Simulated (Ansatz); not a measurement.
Write a Python script for Ansatz's Python interface that makes a single point in a Gaussian basis of C2H9AlSSi, SMILES C[SiH2]C[S][AlH2]. Level of theory: LC-wPBE, 6-31G* basis, multiplicity 1.

```xyz
14

C    -2.0267   -0.4147   -1.1705
Si   -0.5681   -1.3437   -0.6718
C     0.6934   -0.1857    0.0154
S     0.1640    0.5873    1.5492
Al    1.9588    1.8107    1.9197
H    -1.7870    0.4078   -1.9369
H    -2.7985   -1.0568   -1.6173
H    -2.4725    0.1508   -0.3018
H    -0.0072   -2.0091   -1.8059
H    -0.9357   -2.3361    0.3669
H     1.6322   -0.7728    0.2732
H     0.9728    0.6019   -0.7092
H     2.0332    3.3094    1.2987
H     3.1283    1.2218    2.8192
```

Script `run_energy.py`:
```python
"""Electronic structure of the C2H9AlSSi molecule."""

from pathlib import Path
import warnings

import ansatz as az
import numpy as np

warnings.simplefilter("ignore", az.DeckWarning)

geometry_ang = [
    ("C", (-2.0267, -0.4147, -1.1705)),
    ("Si", (-0.5681, -1.3437, -0.6718)),
    ("C", (0.6934, -0.1857, 0.0154)),
    ("S", (0.164, 0.5873, 1.5492)),
    ("Al", (1.9588, 1.8107, 1.9197)),
    ("H", (-1.787, 0.4078, -1.9369)),
    ("H", (-2.7985, -1.0568, -1.6173)),
    ("H", (-2.4725, 0.1508, -0.3018)),
    ("H", (-0.0072, -2.0091, -1.8059)),
    ("H", (-0.9357, -2.3361, 0.3669)),
    ("H", (1.6322, -0.7728, 0.2732)),
    ("H", (0.9728, 0.6019, -0.7092)),
    ("H", (2.0332, 3.3094, 1.2987)),
    ("H", (3.1283, 1.2218, 2.8192)),
]
molecule = az.Crystal.molecule()
for symbol, xyz in geometry_ang:
    molecule = molecule.atom(symbol, xyz)

setup = (
    molecule.calculation()
    .basis(gaussian="6-31G*")
    .functional("lc_wpbe")
    .forces()
    .orbitals()
)
done = setup.run(threads=1, pin="off", runs_dir="runs")
r = done.report

print(f"E = {r['free_energy_ev']:.6f} eV = {r['free_energy_ev'] / 27.211386246:.7f} Ha")
print("converged:", r["converged"], " doubts:", r["published_state_doubts"] or "none")

field = r["mean_field"]
print("<S^2> =", round(abs(field["state"]["spin_squared"]), 4), " all-electron relativity setting:", field["relativity"])
print("passes:", field["passes"])
if "symmetry" in field:
    print("occupied orbitals by irrep:", field["symmetry"]["occupied"])

symbols = [site.symbol for site in molecule.cartesian_sites]
forces = np.array(r["forces_ev_ang"])
print("largest force", round(float(np.linalg.norm(forces, axis=1).max()), 4), "eV/A, rms", round(float(np.sqrt((forces ** 2).mean())), 4))

charges = r["charge_distribution"]
dipole = np.array(charges["dipole_moment_e_ang"]) * 4.803205
print("dipole (D): {:.3f} {:.3f} {:.3f}, length {:.3f}".format(*dipole, np.linalg.norm(dipole)))
print("atom  Mulliken   Lowdin")
for symbol, m, l in zip(symbols, charges["mulliken_charges_e"], charges["lowdin_charges_e"]):
    print(f"{symbol:4s} {m:9.3f} {l:8.3f}")

lines = Path(r["orbitals_path"]).read_text().splitlines()
field_of = lambda key: [line.split("=")[1].strip() for line in lines if line.startswith(key)]
orbitals = [(27.211386 * float(e), s, float(n)) for e, s, n in zip(field_of("Ene="), field_of("Spin="), field_of("Occup="))]
homo = max(e for e, _, n in orbitals if n > 0.5)
lumo = min(e for e, _, n in orbitals if n < 0.5)
for e, spin, n in sorted(orbitals):
    if homo - 15 < e < lumo + 5:
        print(f"{spin:6s} {e:10.3f} eV  occupation {n:.0f}")
```

Running `python run_energy.py` prints:
```text
E = -27520.464198 eV = -1011.3584052 Ha
converged: True  doubts: none
<S^2> = 0.0  all-electron relativity setting: none
passes: {'evaluations': 14, 'products': 15}
occupied orbitals by irrep: [{'A': 32}, {'A': 32}]
largest force 3.1274 eV/A, rms 0.789
dipole (D): 0.953 0.402 -1.195, length 1.581
atom  Mulliken   Lowdin
C       -0.733   -0.518
Si       0.545    0.269
C       -0.721   -0.520
S       -0.182    0.108
Al       0.434    0.146
H        0.180    0.157
H        0.196    0.156
H        0.209    0.166
H       -0.073   -0.069
H       -0.072   -0.068
H        0.209    0.174
H        0.216    0.172
H       -0.109   -0.089
H       -0.099   -0.083
Alpha     -22.953 eV  occupation 2
Alpha     -20.723 eV  occupation 2
Alpha     -17.539 eV  occupation 2
Alpha     -15.453 eV  occupation 2
Alpha     -15.449 eV  occupation 2
Alpha     -14.395 eV  occupation 2
Alpha     -14.137 eV  occupation 2
Alpha     -13.303 eV  occupation 2
Alpha     -12.446 eV  occupation 2
Alpha     -11.970 eV  occupation 2
Alpha     -11.925 eV  occupation 2
Alpha     -11.667 eV  occupation 2
Alpha     -10.268 eV  occupation 2
Alpha      -9.237 eV  occupation 2
Alpha       0.155 eV  occupation 0
Alpha       2.381 eV  occupation 0
Alpha       3.537 eV  occupation 0
Alpha       3.626 eV  occupation 0
Alpha       4.114 eV  occupation 0
Alpha       4.182 eV  occupation 0
Alpha       4.931 eV  occupation 0
Alpha       5.114 eV  occupation 0
```

Notes:
- Total energies depend on the basis set; only differences at equal settings carry meaning.
- The geometry is a force-field or estimated start, not a minimum of this method, and the basis set is short of its limit.
- The Löwdin charges here are taken after orthogonalising the functions within each atom; they differ from plain Löwdin charges, and their signs can be unphysical.
- Alpha marks a spatial orbital of a restricted run, filled by both spins.
- Levels such as HOMO and LUMO are orbital energies: with these approximate functionals they aren't the ionisation energy and electron affinity, and their gap isn't the fundamental gap.
- Timing: 7.3 s on 1 thread of Arm Neoverse V1 (shared host), peak memory 0.28 GiB.

(Lines on the test bed's own set-up are left out of the output.)
